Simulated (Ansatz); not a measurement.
# LiMg2 (C2/m): equation of state with a fit

Aim: an equation of state with a fit, for LiMg2 (C2/m), run from a script.

Program: Ansatz 0.2.0 through its Python package. Level of theory: DFT PBEsol, plane waves, PAW. These are calculated values, not measurements.

## 1. Starting point

It takes space group C2/m (No. 12, monoclinic). The conventional cell has a = 10.860 Å, b = 3.454 Å, c = 3.465 Å, α = 90.00°, β = 108.47°, γ = 90.00°. Around Li (site symmetry 2/m) lie 8 Mg at 2.94 Å. Mg (site symmetry m) is surrounded by 4 Li at 2.94 Å and 5 Mg at 3.08 to 3.27 Å.

No structure file is read: the coordinates are typed or built in the script.

## 2. The script

eos.py

```python
from dataclasses import dataclass

import ansatz as az
import numpy as np
from pymatgen.analysis.eos import EOS


@dataclass(frozen=True)
class Options:
    xc: str = "pbesol"
    cutoff_ev: int = 630
    smearing: str = "fermi_dirac"
    sigma: float = 0.05
    kmesh: tuple[int, ...] = (9, 9, 9)


opts = Options()

vectors0 = np.array([
    [5.430184, -1.726917, 0.0],
    [5.430184, 1.726917, 0.0],
    [-1.097969, 0.0, 3.286353],
])
sites = [
    ("Li", [0.5, 0.5, 0.5]),
    ("Mg", [0.841318, 0.841318, 0.841138]),
    ("Mg", [0.158682, 0.158682, 0.158862]),
]


def make_crystal(cell):
    crystal = az.Crystal(lattice=az.Lattice.of(cell))
    for symbol, position in sites:
        crystal = crystal.atom(symbol, position)
    return crystal


def main() -> None:
    volumes, energies, pressures = [], [], []
    for scale in np.linspace(0.9, 1.1, 9):
        cell = vectors0 * scale ** (1 / 3)
        job = (
            make_crystal(cell).calculation()
            .functional(opts.xc)
            .basis(opts.cutoff_ev, density_ratio=6)
            .occupations(opts.smearing, width=opts.sigma)
            .scf(algorithm="density_mixing")
            .kpoints(*opts.kmesh)
            .stress()
        )
        summary = job.run().report
        volumes.append(abs(np.linalg.det(cell)) / len(sites))
        energies.append(summary["free_energy_ev"] / len(sites))
        pressures.append(np.trace(summary["stress_gpa"]) / 3)
        print(f"V = {volumes[-1]:8.4f} A^3/atom  F = {energies[-1]:.5f} eV/atom  P = {pressures[-1]:8.3f} GPa")

    for form in ["birch_murnaghan", "pourier_tarantola"]:
        fit = EOS(eos_name=form).fit(volumes, energies)
        print(f"{form:18s} V0 {fit.v0:8.4f} A^3/atom  B0 {fit.b0_GPa:7.1f} GPa  B1 {fit.b1:5.2f}")


if __name__ == "__main__":
    main()
```

## 3. The calls as engine input

The package turns the script's settings into the engine's input (first run):

```yaml
crystal:
  lattice:
    - [5.2427850084553365, -1.6673200315950003, 0.0]
    - [5.2427850084553365, 1.6673200315950003, 0.0]
    - [-1.0600774141260587, 0.0, 3.172938935566865]
  atoms:
    - { symbol: Li, position: [0.5, 0.5, 0.5] }
    - { symbol: Mg, position: [0.841318, 0.841318, 0.841138] }
    - { symbol: Mg, position: [0.158682, 0.158682, 0.158862] }
basis:
  ecutwfc: 630.0
  ecutrho_ratio: 6
kpoints:
  mp_grid:
    grid: [9, 9, 9]
hamiltonian:
  xc: pbesol
scf:
  algorithm: density_mixing
  occupations:
    method: fermi_dirac
    width: 0.05
output:
  stress: true
```

## 4. Launch

Run with:

```
$ python eos.py
```

**Question.** Where does the minimum lie against the volume typed, and how stiff is the crystal?

As calculated:

| quantity | value |
| --- | --- |
| runs compared | 9 |
| range of energy | 23.31 meV/atom |
| lowest point, volume (Å³/atom) | 20.545 |
| equilibrium volume (fit) | 20.54 Å³/atom |
| bulk modulus (fit) | 31 GPa |

**Reading.** A third-order Birch-Murnaghan fit through the 9 points has its minimum at 20.54 Å³ an atom, 0.0 % below the typed cell, with a bulk modulus of 31 GPa and dB/dP = 3.8. From that minimum the energy rises by 23.3 meV an atom on the compressed side and 17.1 meV on the expanded side. Notes:
- Shape and fractional positions are held along the curve, so the bulk modulus is an upper value where they are free to relax.
- The mesh is modest for a metal, so energies can be off by several to tens of meV an atom and pressures by half a GPa or more; differences at equal mesh fare better.
- Within a few hundredths of an angstrom the cell has the higher group I4/mmm; the lower one is a small distortion.
- Pressure is positive in compression.
- The structure comes from a database of computed cells and needn't be a stable or known phase.
